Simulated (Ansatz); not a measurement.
# CuO: the cost of one run

Computed with Ansatz 0.2.0 (DFT PBEsol+U (U_eff = 3 eV on Cu d), plane waves, PAW, unless a step's input says otherwise).

## (1) The structure to begin with

Symmetry: P-6m2, No. 187, hexagonal system. Conventional cell: a = 2.836 Å, b = 2.836 Å, c = 2.768 Å, α = 90.00°, β = 90.00°, γ = 120.00°. Cu (site symmetry -6m2) is surrounded by 6 O at 2.14 Å. Around O (site symmetry -6m2) lie 6 Cu at 2.14 Å.

As a file:

```cif
data_structure
_symmetry_space_group_name_H-M 'P-6m2'
_symmetry_Int_Tables_number 187
_cell_length_a 2.8363
_cell_length_b 2.8363
_cell_length_c 2.7681
_cell_angle_alpha 90.000
_cell_angle_beta 90.000
_cell_angle_gamma 120.000
_cell_volume 19.29
loop_
_atom_site_label
_atom_site_type_symbol
_atom_site_symmetry_multiplicity
_atom_site_Wyckoff_symbol
_atom_site_fract_x
_atom_site_fract_y
_atom_site_fract_z
_atom_site_occupancy
Cu1 Cu 1 a 0.00000 0.00000 0.00000 1
O1 O 1 f 0.66667 0.33333 0.50000 1
```

## (2) Ferromagnetic start, free, symmetry kept, no search

Input file input.yaml:

```yaml
crystal:
  lattice:
    - [2.83632511, 0.0, 0.0]
    - [-1.41816255, 2.4563296, 0.0]
    - [0.0, 0.0, 2.76811278]
  atoms:
    - { symbol: Cu, position: [0.0, 0.0, 0.0], spin: 1.0 }
    - { symbol: O, position: [0.6666666667, 0.3333333333, 0.5] }
basis:
  ecutwfc: 420
  ecutrho_ratio: 4
kpoints:
  mp_grid: { grid: [8, 8, 7] }
hamiltonian:
  xc: pbesol
  hubbard: { sites: [{ site: 0, l: d, u_eff: 3.0 }] }
scf:
  occupations: { method: gaussian, width: 0.05 }
  lower_state_search: "off"
  max_iter: 150
output:
  forces: true
  stress: true
  eigenvalues: true
  populations: true
  hubbard: { sites: [{ site: 0, l: d }] }
magnetization:
  spin_polarized: true
```

Command:

```sh
$ ansatz run input.yaml --threads 2 --pin off --max-ram 3072MiB --backend cpu --events-out ev --progress --plain --runs-dir out
```

**Question.** How long does this run take on 2 threads of Arm Neoverse N1, shared host, and how much memory does it need?

About 19 s, with a peak of 0.34 GiB.
